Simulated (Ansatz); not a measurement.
**C6H18W: basis-set convergence**

One table from this session's results is given with a row withheld; the runs are named, their logs left out.

Method: one geometry, several basis sets; program: Ansatz 0.2.0, Gaussian basis.

Plan: PBE0-D4/def2-SVP; ωB97M-V/def2-SVP; PBE0-D4/def2-QZVPP; ωB97M-V/def2-QZVPP; the functionals' def2-TZVPP values are taken from earlier runs.

1 further run of the same task is left out (it didn't finish).

### Structure used throughout

The geometry comes from an earlier relaxation with PBE0-D4 in a triple-zeta def2 set; it is a stationary point, not always the lowest conformer. W takes the def2 core potential; no spin-orbit term is included.

SMILES `[CH3][W]([CH3])([CH3])([CH3])([CH3])[CH3]`, 25 atoms, charge 0, spin multiplicity 1.

Atoms are counted from 1 here; the program's logs count them from 0.

Bond lengths: C1–W2 2.126 Å, C1–H8 1.090 Å, C1–H9 1.100 Å, C1–H10 1.094 Å, W2–C3 2.126 Å, W2–C4 2.178 Å, W2–C5 2.178 Å, W2–C6 2.126 Å, W2–C7 2.178 Å, C3–H11 1.100 Å, C3–H12 1.094 Å, C3–H13 1.090 Å, C4–H14 1.088 Å, C4–H15 1.095 Å, C4–H16 1.097 Å, C5–H17 1.097 Å, C5–H18 1.088 Å, C5–H19 1.095 Å and more. Angles: W2–C1–H8 116.4°, W2–C1–H9 104.4°, W2–C1–H10 110.8°, H8–C1–H9 108.5°, H8–C1–H10 108.6°, H9–C1–H10 107.8°, C1–W2–C3 95.0°, C1–W2–C4 76.3°, C1–W2–C5 134.7°, C1–W2–C6 95.0°, C1–W2–C7 129.6°, C3–W2–C4 129.6°, C3–W2–C5 76.3°, C3–W2–C6 95.0°, C3–W2–C7 134.7°, C4–W2–C5 76.1°, C4–W2–C6 134.7°, C4–W2–C7 76.1° and more.

The first run:

Contents of in.yaml:

```yaml
crystal:
  periodic: [false, false, false]
  atoms:
    - {symbol: C, position_ang: [0.830372, -1.257065, -1.651957]}
    - {symbol: W, position_ang: [0.186352, -0.059981, -0.016736]}
    - {symbol: C, position_ang: [1.105677, -1.268167, 1.472187]}
    - {symbol: C, position_ang: [-1.639125, -0.404838, -1.152793]}
    - {symbol: C, position_ang: [-1.352622, -0.253858, 1.511649]}
    - {symbol: C, position_ang: [1.794932, 1.324061, -0.153418]}
    - {symbol: C, position_ang: [-0.802317, 1.880257, -0.020047]}
    - {symbol: H, position_ang: [0.277034, -2.180576, -1.824966]}
    - {symbol: H, position_ang: [1.871332, -1.514328, -1.408631]}
    - {symbol: H, position_ang: [0.837763, -0.675777, -2.579062]}
    - {symbol: H, position_ang: [2.155546, -1.341957, 1.153886]}
    - {symbol: H, position_ang: [0.683384, -2.277695, 1.467617]}
    - {symbol: H, position_ang: [1.079550, -0.884933, 2.492692]}
    - {symbol: H, position_ang: [-2.526608, 0.134202, -0.829548]}
    - {symbol: H, position_ang: [-1.459652, -0.191547, -2.211320]}
    - {symbol: H, position_ang: [-1.832787, -1.481016, -1.059919]}
    - {symbol: H, position_ang: [-0.957642, 0.283892, 2.382919]}
    - {symbol: H, position_ang: [-2.333752, 0.150038, 1.273043]}
    - {symbol: H, position_ang: [-1.460440, -1.305992, 1.793727]}
    - {symbol: H, position_ang: [2.678378, 0.697722, -0.343693]}
    - {symbol: H, position_ang: [1.948028, 1.836622, 0.801211]}
    - {symbol: H, position_ang: [1.725129, 2.072936, -0.942914]}
    - {symbol: H, position_ang: [-1.875101, 1.883857, 0.158245]}
    - {symbol: H, position_ang: [-0.614411, 2.293522, -1.019142]}
    - {symbol: H, position_ang: [-0.319030, 2.540631, 0.706951]}
basis:
  gaussian: {orbitals: def2-SVP}
hamiltonian: {xc: pbe0, dispersion: d4}
output: {orbitals: {seedname: orbitals}}
```

Run with:

```
$ ansatz run in.yaml --threads 4 --pin off --events-out ev --progress --plain --max-ram 66560MiB --backend cpu
```

Steps of the session up to this table: PBE0-D4 in def2-SVP; ωB97M-V in def2-SVP; PBE0-D4 in def2-QZVPP; ωB97M-V in def2-QZVPP.

One of the session's tables, all rows but one given; the rest of the session is left out.

It belongs to the step «Density functionals: the series». 

| functional | basis | HOMO (eV) | LUMO (eV) |
| --- | --- | --- | --- |
| PBE0-D4 | def2-SVP | -6.86 | -1.98 |
| PBE0-D4 | def2-TZVPP | -6.95 | -2.02 |
| PBE0-D4 | def2-QZVPP | -6.96 | -2.04 |
| ωB97M-V | def2-SVP | -9.09 | 0.06 |
| ωB97M-V | def2-TZVPP | -9.20 | 0.01 |
| ωB97M-V | def2-QZVPP | ? | ? |

**Question.** Estimate the row for ωB97M-V, def2-QZVPP.

**Answer.** HOMO (eV): -9.20; LUMO (eV): -0.03.
